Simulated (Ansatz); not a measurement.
# NiO: the cost of one run

Computed with Ansatz 0.2.0 (DFT PBE+U, scalar-relativistic, plane waves, PAW, unless a step's input says otherwise).

## 1. The structure to begin with

Symmetry: R-3m, No. 166, trigonal system. The conventional cell has a = 2.924 Å, b = 2.924 Å, c = 7.235 Å, α = 90.00°, β = 90.00°, γ = 120.00°. Ni (site symmetry -3m) has 6 O at 2.07 Å as nearest neighbours. O (site symmetry -3m) has 6 Ni at 2.07 Å as nearest neighbours.

Coordinates:

```xyz
4
Lattice="2.0955 2.0955 4.1631 4.1631 2.0955 2.0955 2.0955 4.1631 2.0955" Properties=species:S:1:pos:R:3 pbc="T T T"
Ni    0.0000    0.0000    0.0000
Ni    4.1770    4.1770    4.1770
O     2.0885    2.0885    2.0885
O     6.2655    6.2655    6.2655
```

## 2. Single point: NiO, moments +−

File input.yaml:

```yaml
crystal:
  lattice:
    - [2.09546167, 2.09546167, 4.16307667]
    - [4.16307667, 2.09546167, 2.09546167]
    - [2.09546167, 4.16307667, 2.09546167]
  atoms:
    - { symbol: Ni, position: [0.0, 0.0, 0.0], spin: 1.7 }
    - { symbol: Ni, position: [0.5, 0.5, 0.5], spin: -1.7 }
    - { symbol: O, position: [0.25, 0.25, 0.25] }
    - { symbol: O, position: [0.75, 0.75, 0.75] }
magnetization:
  spin_polarized: true
scf:
  occupations: { method: fixed }
output:
  stress: true
  populations: true
  write_density: true
  write_potential: true
  elf: true
  volumetric_format: npy
hamiltonian:
  xc: pbe
  hubbard: { sites: [{ species: Ni, l: d, u_eff: 5.0 }] }
kpoints:
  mp_grid: { grid: [8, 8, 8] }
```

Launch:

```sh
ansatz run input.yaml --threads 8 --pin off --max-ram 18432MiB --backend cpu --events-out ev --progress --plain --runs-dir out
```

**Question.** How long does this run take on 8 threads of Arm Neoverse V2, shared host, and how much memory does it need?

About 2.1 s, with a peak of 0.47 GiB.
